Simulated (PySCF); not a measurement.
# C₇H₆BF₂N: excited states, first hyperpolarisability

Wanted: excited states, first hyperpolarisability for C₇H₆BF₂N (`C#Cc1ccc(B(F)F)n1C`).

Programs: PySCF 2.14.0, with routines of our own; each step states its level. All values are computed. Atoms count from 0.

## Step 1: The system as given

17 atoms, charge 0, multiplicity 1; geometry from: GFN2-xTB.

## Step 2: Optimising the geometry at PBE0-D3(BJ)/def2-SVP

Job settings and geometry (Å):

```
{"job": {"xc": "PBE0", "basis": "def2-SVP", "d3": "d3bj", "grid": 2, "kind": "geom"}, "charge": 0, "multiplicity": 1}
C     -3.465682     0.270180     0.169254
C     -2.276657     0.446150     0.176409
C     -0.891813     0.672610     0.189711
C     -0.219247     1.861653     0.458028
C      1.136568     1.587777     0.350461
C      1.286494     0.237306     0.018849
B      2.585802    -0.522431    -0.206274
F      3.771170     0.060432    -0.101207
F      2.654609    -1.813005    -0.522537
N      0.021776    -0.292887    -0.071452
C     -0.283736    -1.658381    -0.394368
H     -4.504541     0.126370     0.166434
H     -0.681702     2.798131     0.699092
H      1.946824     2.275459     0.492087
H     -1.364956    -1.790126    -0.394819
H      0.114129    -1.914935    -1.377716
H      0.163966    -2.332272     0.338139
```

Command:

```bash
> OMP_NUM_THREADS=1 python excited_run.py task.json out
```

This one command runs all jobs of the session in turn.

Output:

```text
step   0  E = -548.71517958  max force = 0.021244
step   1  E = -548.71738887  max force = 0.003737
step   2  E = -548.71744214  max force = 0.003842
step   3  E = -548.71752934  max force = 0.001111
step   4  E = -548.71753148  max force = 0.000656
step   5  E = -548.71753613  max force = 0.000195
optimisation converged
```

It took 76 s on 1 thread of Intel Xeon 6975P-C, shared host; peak memory 0.85 GiB.

Step by step:

```csv
step,energy from step 0 (eV),largest force component (eV/Å)
0,0.0000,1.0924
1,-0.0601,0.1922
2,-0.0616,0.1976
3,-0.0639,0.0571
4,-0.0640,0.0337
5,-0.0641,0.0100
```

Distances of close pairs at the start and the end, largest changes first:

| bond | before (Å) | after (Å) | change (Å) |
| --- | --- | --- | --- |
| C0–H11 | 1.049 | 1.074 | +0.026 |
| C4–H13 | 1.072 | 1.088 | +0.016 |
| C3–H12 | 1.072 | 1.087 | +0.015 |
| C2–N9 | 1.355 | 1.368 | +0.014 |
| C1–C2 | 1.403 | 1.416 | +0.013 |
| C0–C1 | 1.202 | 1.214 | +0.012 |
| C3–C4 | 1.387 | 1.399 | +0.011 |
| N9–C10 | 1.436 | 1.445 | +0.009 |

The final coordinates are the input of the step that follows.

```csv
at the end point,value
point group (found at 0.08 Å tolerance),Cs
"rotational constants (GHz, main isotopes)","2.510, 0.691, 0.544"
dipole moment (D),2.37
```

## Step 3: Excited states: TDA CAM-B3LYP/aug-cc-pVDZ

Job settings and geometry (Å):

```
{"job": {"kind": "states", "xc": "CAM-B3LYP", "basis": "aug-cc-pVDZ", "tda": true, "soc": true, "nstates": 6, "ntriplets": 5, "nquad": 4}, "charge": 0, "multiplicity": 1}
C     -3.641776     0.323071    -0.096875
C     -2.440863     0.500772    -0.062765
C     -1.042780     0.720387    -0.017099
C     -0.349117     1.904478     0.252714
C      1.014104     1.599300     0.180161
C      1.142764     0.241434    -0.131009
B      2.442576    -0.543848    -0.299029
F      3.613223     0.054549    -0.146609
F      2.470022    -1.838367    -0.594353
N     -0.130103    -0.272830    -0.246595
C     -0.462088    -1.642419    -0.564752
H     -4.705124     0.171819    -0.126645
H     -0.814281     2.862134     0.473051
H      1.848288     2.281228     0.334202
H     -1.553570    -1.746414    -0.568846
H     -0.070645    -1.918012    -1.553882
H     -0.037547    -2.327983     0.181360
```

Level: TDA CAM-B3LYP/aug-cc-pVDZ excited states, vertical, gas phase, spin-orbit mean-field couplings.

Output:

```text
coarse grid: 15648 points
cycle   1  E = -549.4021858131  dE =  2.206e+00  |g| = 6.993e-01  |ddm| = 4.696e+01
cycle   2  E = -549.3787416986  dE =  2.344e-02  |g| = 8.598e-01  |ddm| = 5.627e+00
cycle   3  E = -549.5025363431  dE = -1.238e-01  |g| = 8.608e-02  |ddm| = 2.420e+00
cycle   4  E = -549.5035785430  dE = -1.042e-03  |g| = 6.043e-02  |ddm| = 5.334e-01
cycle   5  E = -549.5043848774  dE = -8.063e-04  |g| = 1.652e-02  |ddm| = 2.571e-01
cycle   6  E = -549.5044429756  dE = -5.810e-05  |g| = 4.531e-03  |ddm| = 1.129e-01
cycle   7  E = -549.5044474971  dE = -4.521e-06  |g| = 1.684e-03  |ddm| = 2.723e-02
final grid: 156096 points
cycle   8  E = -549.5263884399  dE = -4.748e-05  |g| = 4.612e-03  |ddm| = 5.055e-01
cycle   9  E = -549.5263874845  dE =  9.554e-07  |g| = 5.331e-03  |ddm| = 5.168e-02
cycle  10  E = -549.5263933673  dE = -5.883e-06  |g| = 8.393e-04  |ddm| = 2.107e-02
cycle  11  E = -549.5263935204  dE = -1.531e-07  |g| = 3.253e-04  |ddm| = 4.871e-03
cycle  12  E = -549.5263935462  dE = -2.580e-08  |g| = 1.478e-04  |ddm| = 2.127e-03
cycle  13  E = -549.5263935513  dE = -5.129e-09  |g| = 3.243e-05  |ddm| = 8.645e-04
cycle  14  E = -549.5263935517  dE = -4.422e-10  |g| = 2.090e-05  |ddm| = 2.026e-04
converged SCF energy = -549.5263935517

Singlet excitations
state   eV       nm        f     d(h-e)  d(exc)  Lambda  PR(NTO)  |dmu|/D   mu/D   main configurations
  1   4.9940   248.3   0.63459   0.612   3.389   0.725   1.198    1.468    3.487   H->L 0.90
  2   5.4724   226.6   0.02633   0.359   3.221   0.534   1.655    0.911    2.297   H-1->L 0.73, H->L+7 0.16
  3   5.5032   225.3   0.00003   1.334   3.332   0.260   1.072    4.988    2.594   H->L+6 0.37, H->L+9 0.20
  4   5.6952   217.7   0.01336   0.634   4.594   0.205   1.031    2.096    2.141   H->L+1 0.79
  5   5.8765   211.0   0.00004   1.142   3.145   0.348   1.074                     H-2->L 0.78, H-2->L+7 0.09
  6   6.2754   197.6   0.00032   1.283   5.433   0.185   1.080                     H->L+2 0.76

Triplet excitations (Tamm-Dancoff)
state   eV     d(h-e)  d(exc)  Lambda  PR(NTO)   main configurations
  1   3.1691   0.354   3.087   0.732   1.090   H->L 0.92
  2   4.2470   0.500   2.883   0.528   1.056   H-1->L 0.91
  3   4.8305   0.501   2.787   0.578   1.785   H->L+7 0.52, H-3->L 0.20, H->L+5 0.10
  4   5.1268   0.642   2.969   0.281   1.516   H->L+6 0.25, H->L+9 0.16, H-2->L 0.14
  5   5.4728   0.048   2.277   0.426   1.581   H-2->L+6 0.26, H-2->L+9 0.20
S1 - T1 = 1.8249 eV

Spin-orbit couplings |<S|Hso|T>| (cm-1)
             T1       T2       T3       T4       T5
S0        0.034    0.061    0.047    2.007    0.015
S1        0.023    0.036    0.061    8.361    0.056
S2        0.039    0.020    0.016    3.802    0.078
S3        2.590    0.496    2.644    0.106    6.888
S4        0.563    0.134    0.945    1.504    0.586
S5        5.966    2.870    4.762    0.118    6.235
S6        1.602    0.143    0.547    1.720    0.315
T1 sublevels (cm-1): 0.000 0.002 0.002   radiative rates (1/s): 0.000483 0.00364 1.9e-05
```

Wall time 78 s (1 thread of Intel Xeon 6975P-C, shared host); peak memory 1.3 GiB.

In short:

| quantity | value |
| --- | --- |
| S1 less T1 | 1.82 eV |

## Step 4: Excited states: TDDFT CAM-B3LYP/aug-cc-pVDZ

The job, as its differences from that of step 3:

```diff
@@ -1,2 +1,2 @@
-{"job": {"kind": "states", "xc": "CAM-B3LYP", "basis": "aug-cc-pVDZ", "tda": true, "soc": true, "nstates": 6, "ntriplets": 5, "nquad": 4}, "charge": 0, "multiplicity": 1}
+{"job": {"kind": "states", "xc": "CAM-B3LYP", "basis": "aug-cc-pVDZ", "tpa": true, "nstates": 8, "nquad": 6, "ntriplets": 0}, "charge": 0, "multiplicity": 1}
 C     -3.641776     0.323071    -0.096875
```

Level: TDDFT CAM-B3LYP/aug-cc-pVDZ excited states, vertical, gas phase, two-photon moments by quadratic response.

Output:

```text
coarse grid: 15648 points
cycle   1  E = -549.4021858131  dE =  2.206e+00  |g| = 6.993e-01  |ddm| = 4.696e+01
cycle   2  E = -549.3787416986  dE =  2.344e-02  |g| = 8.598e-01  |ddm| = 5.627e+00
cycle   3  E = -549.5025363431  dE = -1.238e-01  |g| = 8.608e-02  |ddm| = 2.420e+00
cycle   4  E = -549.5035785430  dE = -1.042e-03  |g| = 6.043e-02  |ddm| = 5.334e-01
cycle   5  E = -549.5043848774  dE = -8.063e-04  |g| = 1.652e-02  |ddm| = 2.571e-01
cycle   6  E = -549.5044429756  dE = -5.810e-05  |g| = 4.531e-03  |ddm| = 1.129e-01
cycle   7  E = -549.5044474971  dE = -4.521e-06  |g| = 1.684e-03  |ddm| = 2.723e-02
final grid: 156096 points
cycle   8  E = -549.5263884399  dE = -4.748e-05  |g| = 4.612e-03  |ddm| = 5.055e-01
cycle   9  E = -549.5263874845  dE =  9.554e-07  |g| = 5.331e-03  |ddm| = 5.168e-02
cycle  10  E = -549.5263933673  dE = -5.883e-06  |g| = 8.393e-04  |ddm| = 2.107e-02
cycle  11  E = -549.5263935204  dE = -1.531e-07  |g| = 3.253e-04  |ddm| = 4.871e-03
cycle  12  E = -549.5263935462  dE = -2.580e-08  |g| = 1.478e-04  |ddm| = 2.127e-03
cycle  13  E = -549.5263935513  dE = -5.125e-09  |g| = 3.243e-05  |ddm| = 8.645e-04
cycle  14  E = -549.5263935517  dE = -4.425e-10  |g| = 2.090e-05  |ddm| = 2.026e-04
converged SCF energy = -549.5263935517

Singlet excitations
state   eV       nm        f     d(h-e)  d(exc)  Lambda  PR(NTO)  |dmu|/D   mu/D   delta(TPA)   sigma/GM   main configurations
  1   4.7547   260.8   0.48569   0.568   3.331   0.719   1.240    1.478    3.467      119.17      0.987   H->L 0.94
  2   5.3415   232.1   0.03214   0.420   3.179   0.532   1.515    1.123    2.483      339.52      3.549   H-1->L 0.83, H->L+7 0.10
  3   5.4809   226.2   0.00003   1.341   3.343   0.260   1.069    4.873    2.480        1.97      0.022   H->L+6 0.37, H->L+9 0.20
  4   5.6930   217.8   0.01207   0.630   4.594   0.205   1.031    2.065    2.168       31.85      0.378   H->L+1 0.78
  5   5.8579   211.7   0.00003   1.097   3.139   0.347   1.110    3.495    5.830        1.12      0.014   H-2->L 0.77, H-2->L+7 0.09
  6   6.1461   201.7   0.17013   0.215   3.284   0.505   1.994    0.291    2.635      999.00     13.825   H->L+7 0.41, H->L+5 0.24, H-1->L 0.13
  7   6.2728   197.7   0.00009   1.296   5.434   0.185   1.080                                            H->L+2 0.75
  8   6.3175   196.3   0.00336   0.771   5.169   0.166   1.059                                            H->L+3 0.77
```

Run time: 91 s. Hardware: 1 thread of Intel Xeon 6975P-C, shared host; peak memory 1.4 GiB.

## Step 5: First hyperpolarisability: quadratic response CAM-B3LYP/aug-cc-pVDZ

The job, as its differences from that of step 4:

```diff
@@ -1,2 +1,2 @@
-{"job": {"kind": "states", "xc": "CAM-B3LYP", "basis": "aug-cc-pVDZ", "tpa": true, "nstates": 8, "nquad": 6, "ntriplets": 0}, "charge": 0, "multiplicity": 1}
+{"job": {"kind": "beta", "xc": "CAM-B3LYP", "basis": "aug-cc-pVDZ"}, "charge": 0, "multiplicity": 1}
 C     -3.641776     0.323071    -0.096875
```

Level: quadratic response CAM-B3LYP/aug-cc-pVDZ first hyperpolarisability, Taylor convention, gas phase.

Output:

```text
coarse grid: 15648 points
cycle   1  E = -549.4021858131  dE =  2.206e+00  |g| = 6.993e-01  |ddm| = 4.696e+01
cycle   2  E = -549.3787416986  dE =  2.344e-02  |g| = 8.598e-01  |ddm| = 5.627e+00
cycle   3  E = -549.5025363431  dE = -1.238e-01  |g| = 8.608e-02  |ddm| = 2.420e+00
cycle   4  E = -549.5035785430  dE = -1.042e-03  |g| = 6.043e-02  |ddm| = 5.334e-01
cycle   5  E = -549.5043848774  dE = -8.063e-04  |g| = 1.652e-02  |ddm| = 2.571e-01
cycle   6  E = -549.5044429756  dE = -5.810e-05  |g| = 4.531e-03  |ddm| = 1.129e-01
cycle   7  E = -549.5044474971  dE = -4.521e-06  |g| = 1.684e-03  |ddm| = 2.723e-02
final grid: 156096 points
cycle   8  E = -549.5263884399  dE = -4.748e-05  |g| = 4.612e-03  |ddm| = 5.055e-01
cycle   9  E = -549.5263874845  dE =  9.554e-07  |g| = 5.331e-03  |ddm| = 5.168e-02
cycle  10  E = -549.5263933673  dE = -5.883e-06  |g| = 8.393e-04  |ddm| = 2.107e-02
cycle  11  E = -549.5263935204  dE = -1.531e-07  |g| = 3.253e-04  |ddm| = 4.871e-03
cycle  12  E = -549.5263935462  dE = -2.580e-08  |g| = 1.478e-04  |ddm| = 2.127e-03
cycle  13  E = -549.5263935513  dE = -5.132e-09  |g| = 3.243e-05  |ddm| = 8.645e-04
cycle  14  E = -549.5263935517  dE = -4.375e-10  |g| = 2.090e-05  |ddm| = 2.026e-04
converged SCF energy = -549.5263935517

Lowest singlets (eV, f): 4.7547 0.4857  5.3415 0.0321  5.4809 0.0000

First hyperpolarisability (au)
process     nm      |vector|   parallel      HRS      DR
static         -      190.05     -57.95     149.43   1.982
shg       1907.0      210.68     -55.26     163.01    2.02
eope      1907.0      196.44     -57.18          -       -
shg       1064.0      277.27     -43.71     203.33   2.136
eope      1064.0      212.31     -55.02          -       -
```

Run time: 69 s. Hardware: 1 thread of Intel Xeon 6975P-C, shared host; peak memory 1.4 GiB.

## Step 6: Outcome

| quantity | value |
| --- | --- |
| point group | Cs |
| rotational constants (main isotopes) | 2.51, 0.69, 0.54 GHz |
| S1 less T1 (step 3, TDA CAM-B3LYP/aug-cc-pVDZ) | 1.82 eV |
| β vector (step 5, quadratic response CAM-B3LYP/aug-cc-pVDZ) | static 190, SHG 1907.0 nm 211, SHG 1064.0 nm 277 au |

In words: Relaxing lowered the energy by 0.064 eV in 5 steps; the close pair that moved most is C0–H11, from 1.049 to 1.074 Å. No frequency check was run at this level, so the end point may be a saddle. In step 3, the number of triplets below S1 is 3, and the largest singlet-triplet spin-orbit coupling is S1–T4, 8.36 cm⁻¹. β grows from 190 au (static) to 277 au for doubling at 1064.0 nm: normal dispersion, which grows as twice the photon energy moves toward the bright states.
